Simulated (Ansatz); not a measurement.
# CH₅Ga: functionals against CCSD(T) at one geometry

The task here is to estimate one member of a computed series from the others.

Method: single points in def2-TZVPP; program: Ansatz 0.2.0, Gaussian basis.

Cores are frozen in the correlated methods. Filled d shells of the heavier atoms are correlated.

## The system as given

7 atoms, charge 0, spin multiplicity 1.

Atoms are counted from 1 here; the program's logs count them from 0.

Bond lengths: Ga1–C2 2.302 Å, Ga1–H4 1.981 Å, C2–H5 1.112 Å, C2–H6 1.107 Å, C2–H7 1.098 Å. Angles: C2–Ga1–H4 81.4°, Ga1–C2–H5 166.5°, Ga1–C2–H6 79.5°, Ga1–C2–H7 75.1°, H5–C2–H6 108.9°, H5–C2–H7 109.6°, H6–C2–H7 113.9°.

Geometry (Å):

```xyz
7

Ga   -0.6079    0.3900   -1.5262
C     0.5058   -0.1677    0.4103
H     1.2321    0.1456   -0.7446
H    -2.1589    0.3460   -0.2949
H     1.2541   -0.3579    1.2112
H    -0.0828   -1.0904    0.2434
H    -0.1031    0.7060    0.6763
```

The first run:

Input file run/in.yaml:

```yaml
crystal:
  periodic: [false, false, false]
  atoms:
    - {symbol: Ga, position_ang: [-0.607900, 0.390000, -1.526200]}
    - {symbol: C, position_ang: [0.505800, -0.167700, 0.410300]}
    - {symbol: H, position_ang: [1.232100, 0.145600, -0.744600]}
    - {symbol: H, position_ang: [-2.158900, 0.346000, -0.294900]}
    - {symbol: H, position_ang: [1.254100, -0.357900, 1.211200]}
    - {symbol: H, position_ang: [-0.082800, -1.090400, 0.243400]}
    - {symbol: H, position_ang: [-0.103100, 0.706000, 0.676300]}
basis:
  gaussian: {orbitals: def2-TZVPP}
correlation: {method: ccsd_t}
output: {forces: true}
```

The command line of these runs was not kept.

Among the steps run: CCSD(T)/def2-TZVPP; PBE0-D4/def2-TZVPP; wB97M-V/def2-TZVPP; r2SCAN-D4/def2-TZVPP; PBE-D4/def2-TZVPP; HSE06-D4/def2-TZVPP; revPBE-D4/def2-TZVPP.

One table of the session follows, with a row left open; its other results are not shown here.

| method | RMS force component (eV/Å) | angle to CCSD(T) forces (°) | dipole (D) |
| --- | --- | --- | --- |
| CCSD(T) | 1.454 | reference | 3.17 |
| PBE0-D4 | ? | ? | ? |
| wB97M-V | 1.495 | 1.7 | 3.28 |
| r2SCAN-D4 | 1.390 | 2.9 | 3.17 |
| PBE-D4 | 1.340 | 5.6 | 2.99 |
| HSE06-D4 | 1.438 | 2.8 | 3.13 |
| revPBE-D4 | 1.350 | 9.4 | 3.02 |

Q: Estimate the row for PBE0-D4 from the others.

The run gave: RMS force component (eV/Å): 1.442; angle to CCSD(T) forces (°): 2.7; dipole (D): 3.14. In the column «RMS force component (eV/Å)» it lies between HSE06-D4 (1.438) and CCSD(T) (1.454).
